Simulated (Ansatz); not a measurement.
# Si2H5Br: a ladder of functionals and wavefunction methods

An exercise on one series of results from a longer session: the logs are not shown, and one member is left open.

Computed with Ansatz 0.2.0, Gaussian basis. Level: functionals in def2-TZVPP, the program's frozen cores in correlated methods.

The runs, in order: LDA (SPW92), PBE-D4, revPBE-D4, BLYP-D4, r2SCAN-D4, B97M-V, PBE0-D4, B3LYP-D4, r2SCANh-D4, r2SCAN0-D4, HSE06-D4, BHLYP-D4, CAM-B3LYP-D4, LC-ωPBE, ωB97X-V, ωB97M-V, B2PLYP, PBE-QIDH; CCSD(T)/def2-SVP; CCSD(T)/def2-TZVPP; MP2/def2-QZVPP; extrapolation to the limit; RPA on PBE.

### The relaxed structure

An earlier PBE0-D4 in a triple-zeta def2 set relaxation fixed the geometry.

SMILES `[SiH3][SiH2]Br`, 8 atoms, charge 0, spin multiplicity 1.

Atoms are counted from 1 here; the program's logs count them from 0.

Bond lengths: Si1–Si2 2.336 Å, Si1–H4 1.488 Å, Si1–H5 1.486 Å, Si1–H6 1.485 Å, Si2–Br3 2.231 Å, Si2–H7 1.485 Å, Si2–H8 1.485 Å. Angles: Si2–Si1–H4 109.7°, Si2–Si1–H5 109.3°, Si2–Si1–H6 109.4°, H4–Si1–H5 109.3°, H4–Si1–H6 109.4°, H5–Si1–H6 109.6°, Si1–Si2–Br3 108.3°, Si1–Si2–H7 112.2°, Si1–Si2–H8 112.1°, Br3–Si2–H7 107.6°, Br3–Si2–H8 107.6°, H7–Si2–H8 109.0°.

The first run:

Contents of in.yaml:

```yaml
crystal:
  periodic: [false, false, false]
  atoms:
    - {symbol: Si, position_ang: [-0.689978, 0.902717, -0.398418]}
    - {symbol: Si, position_ang: [0.515824, -0.969414, 0.308822]}
    - {symbol: Br, position_ang: [2.500829, -0.280190, 1.059213]}
    - {symbol: H, position_ang: [-2.023513, 0.479592, -0.905718]}
    - {symbol: H, position_ang: [0.056167, 1.586166, -1.486038]}
    - {symbol: H, position_ang: [-0.870854, 1.834043, 0.744640]}
    - {symbol: H, position_ang: [-0.159838, -1.684177, 1.420867]}
    - {symbol: H, position_ang: [0.763463, -1.925937, -0.799269]}
basis:
  gaussian: {orbitals: def2-TZVPP}
hamiltonian: {xc: lda}
output: {orbitals: {seedname: orbitals}}
```

Steps of the session up to this table: LDA; PBE-D4 (GGA); revPBE-D4 (GGA); BLYP-D4 (GGA); r2SCAN-D4 (meta-GGA); B97M-V (meta-GGA); PBE0-D4 (hybrid); B3LYP-D4 (hybrid); r2SCANh-D4 (hybrid); r2SCAN0-D4 (hybrid); HSE06-D4 (hybrid); BHLYP-D4 (hybrid); CAM-B3LYP-D4 (range-separated); LC-ωPBE-D4 (range-separated; the results give it without D4); ωB97X-V (range-separated); ωB97M-V (range-separated); B2PLYP (double hybrid); PBE-QIDH (double hybrid).

One of the session's tables, all rows but one given; the rest of the session is left out.

It belongs to the step «Frontier levels by functional». 

| functional | HOMO (eV) | gap (eV) |
| --- | --- | --- |
| LDA (SPW92) | -6.93 | 5.09 |
| PBE-D4 | -6.83 | 5.21 |
| revPBE-D4 | -6.79 | 5.27 |
| BLYP-D4 | -6.68 | 5.23 |
| r2SCAN-D4 | ? | ? |
| B97M-V | -7.25 | 5.80 |
| PBE0-D4 | -8.00 | 7.24 |
| B3LYP-D4 | -7.78 | 6.84 |
| r2SCANh-D4 | -7.55 | 6.50 |
| r2SCAN0-D4 | -8.18 | 7.58 |
| HSE06-D4 | -7.60 | 6.47 |
| BHLYP-D4 | -9.04 | 9.25 |
| CAM-B3LYP-D4 | -9.27 | 9.59 |
| LC-ωPBE | -10.59 | 12.01 |
| ωB97X-V | -10.26 | 11.58 |
| ωB97M-V | -10.06 | 11.13 |

**Question.** Estimate the row for r2SCAN-D4.

Worked estimate for «HOMO (eV)». Against the share of exact exchange, r2SCANh-D4 (0.1, -7.55), r2SCAN0-D4 (0.25, -8.18) give a slope of -4.20 per unit share; at 0 the line stands at -7.13.

As computed: HOMO (eV): -7.12; gap (eV): 5.78. In «HOMO (eV)» the line misses by -0.01.
